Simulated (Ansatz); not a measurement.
# ZnGe: the cost of one run

Computed with Ansatz 0.2.0 (DFT PBE, scalar-relativistic, plane waves, PAW, unless a step's input says otherwise).

## Step 1: The system as given

Symmetry: P-6m2, No. 187, hexagonal system. The conventional cell has a = 4.088 Å, b = 4.088 Å, c = 14.000 Å, α = 90.00°, β = 90.00°, γ = 120.00°. Zn (site symmetry -6m2) is surrounded by 3 Ge at 2.36 Å. Around Ge (site symmetry -6m2) lie 3 Zn at 2.36 Å.

Coordinates:

```cif
data_structure
_symmetry_space_group_name_H-M 'P 1'
_symmetry_Int_Tables_number 1
_cell_length_a 4.0883
_cell_length_b 4.0883
_cell_length_c 14.0000
_cell_angle_alpha 90.000
_cell_angle_beta 90.000
_cell_angle_gamma 120.000
_cell_volume 202.65
loop_
_atom_site_label
_atom_site_type_symbol
_atom_site_fract_x
_atom_site_fract_y
_atom_site_fract_z
_atom_site_occupancy
Zn1 Zn 0.33333 0.66667 0.50000 1
Ge1 Ge 0.00000 0.00000 0.50000 1
```

Recipe of the guess: species swapped into a sheet modelled on a layer of CuGe, with Zn on the Cu sites. Lengths come from tabulated atomic sizes and are only a guess.

Only a and b are periodic; c spans vacuum, so the box's volume, pressure and space group aren't properties of the sheet.

## Step 2: Probe: one point on a coarse mesh

File input.yaml:

```yaml
crystal:
  lattice:
    - [4.08833648, 0.0, 0.0]
    - [-2.04416824, 3.54060309, 0.0]
    - [0.0, 0.0, 14.0]
  atoms:
    - { symbol: Zn, position: [0.33333333, 0.66666667, 0.5] }
    - { symbol: Ge, position: [0.0, 0.0, 0.5] }
  periodic: [true, true, false]
basis:
  ecutwfc: 420
kpoints:
  mp_grid: { grid: [6, 6, 1] }
hamiltonian:
  xc: pbe
scf:
  occupations: { method: gaussian, width: 0.1 }
  lower_state_search: "off"
output:
  forces: true
  stress: true
  eigenvalues: true
```

Command:

```bash
$ ansatz run input.yaml --threads 1 --pin off --max-ram 2048MiB --backend cpu --events-out ev --progress --plain --runs-dir out
```

**Question.** How long does this run take on 1 thread of Arm Neoverse V2, shared host, and how much memory does it need?

About 3.6 s, with a peak of 0.43 GiB.
